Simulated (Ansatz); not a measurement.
Consider relaxations under a series of pressures of SrCd, space group Pm-3m (Ansatz's Python interface).

`compress.py`
```python
"""Volume and enthalpy of SrCd against pressure."""

import ansatz as az
import numpy as np
import pandas as pd

SETTINGS = {
    "xc": "pbesol",
    "cutoff": 470,
    "occupations": "Fermi-Dirac",
    "smearing_width": 0.02,
    "beta": 0.5,
}

def edges_and_angles(cell):
    cell = np.asarray(cell)
    a, b, c = np.linalg.norm(cell, axis=1)
    cosines = cell[1] @ cell[2] / (b * c), cell[0] @ cell[2] / (a * c), cell[0] @ cell[1] / (a * b)
    return (a, b, c, *np.degrees(np.arccos(cosines)))

vectors = np.array([
    [4.003, 0.0, 0.0],
    [0.0, 4.003, 0.0],
    [0.0, 0.0, 4.003],
])
srcd = (
    az.Lattice.of(vectors)
    .atom("Sr", (0.5, 0.5, 0.5))
    .atom("Cd", (0.0, 0.0, 0.0))
)

setup = (
    srcd.calculation()
    .functional(SETTINGS["xc"])
    .basis(SETTINGS["cutoff"])
    .kpoints(6, center="monkhorst-pack")
    .occupations(SETTINGS["occupations"], width=SETTINGS["smearing_width"])
    .mixing("anderson", beta=SETTINGS["beta"])
    .eigensolver("davidson", full_accuracy=True)
)

# H = F + PV, with 1 GPa A^3 = 1/160.21766 eV
rows = []
for pressure in [-2, 0, 2, 5, 10]:
    out = setup.relax(cell=True, pressure=pressure, force_tolerance=0.001, density_extrapolation="transplant").run(threads=1, pin="off")
    cell = out.lattice.cell_ang
    n_atoms = len(out.lattice.sites)
    volume = abs(np.linalg.det(cell)) / n_atoms
    enthalpy = out.report["free_energy_ev"] / n_atoms + pressure * volume / 160.21766
    rows.append((pressure, volume, enthalpy, *edges_and_angles(cell)))
    print(f"{pressure} GPa done: {volume:.4f} A^3/atom")

table = pd.DataFrame(rows, columns=["P_GPa", "V_A3_atom", "H_eV_atom", "a", "b", "c", "alpha", "beta", "gamma"])
print(table.round(4).to_string(index=False))
p, v = np.array([row[0] for row in rows], float), np.array([row[1] for row in rows])
print("mean bulk modulus between rows (GPa):", np.round(-np.diff(p) / np.diff(np.log(v)), 1))
```

How far does the cell shrink over this series of pressures, and what bulk modulus does the first step imply?

The volume falls from 34.23 Å³ an atom at -2 GPa to 25.44 at 10 GPa, by 25.7 %. Between -2 and 0 GPa, -V dP/dV is about 25 GPa, a mean over that step.

What the script printed:

```console
$ python compress.py
-2 GPa done: 34.2259 A^3/atom
0 GPa done: 31.5607 A^3/atom
2 GPa done: 29.7373 A^3/atom
5 GPa done: 27.7548 A^3/atom
10 GPa done: 25.4434 A^3/atom
 P_GPa  V_A3_atom  H_eV_atom      a      b      c  alpha  beta  gamma
    -2    34.2259 -5838.8503 4.0907 4.0907 4.0907   90.0  90.0   90.0
     0    31.5607 -5838.4409 3.9816 3.9816 3.9816   90.0  90.0   90.0
     2    29.7373 -5838.0589 3.9034 3.9034 3.9034   90.0  90.0   90.0
     5    27.7548 -5837.5218 3.8147 3.8147 3.8147   90.0  90.0   90.0
    10    25.4434 -5836.6940 3.7057 3.7057 3.7057   90.0  90.0   90.0
mean bulk modulus between rows (GPa): [24.7 33.6 43.5 57.5]
```

Notes:
- These settings explore the input space; cutoff and mesh may be short of convergence.
- At a fixed pressure a relaxation lowers the enthalpy F + PV, while F alone can rise.
- The mesh is modest for a metal, so energies can be off by several to tens of meV an atom and pressures by half a GPa or more; differences at equal mesh fare better.
- The starting cell is as deposited in a crystallographic database; the results hold for this polymorph, which needn't be the stable one.
- Symmetry holds the cell in this phase, whether or not it is the stable one at each pressure.
- The whole script took 35 s on 1 thread of Intel(R) Xeon(R) Processor @ 2.30GHz, on a shared host, peak memory 0.55 GiB.
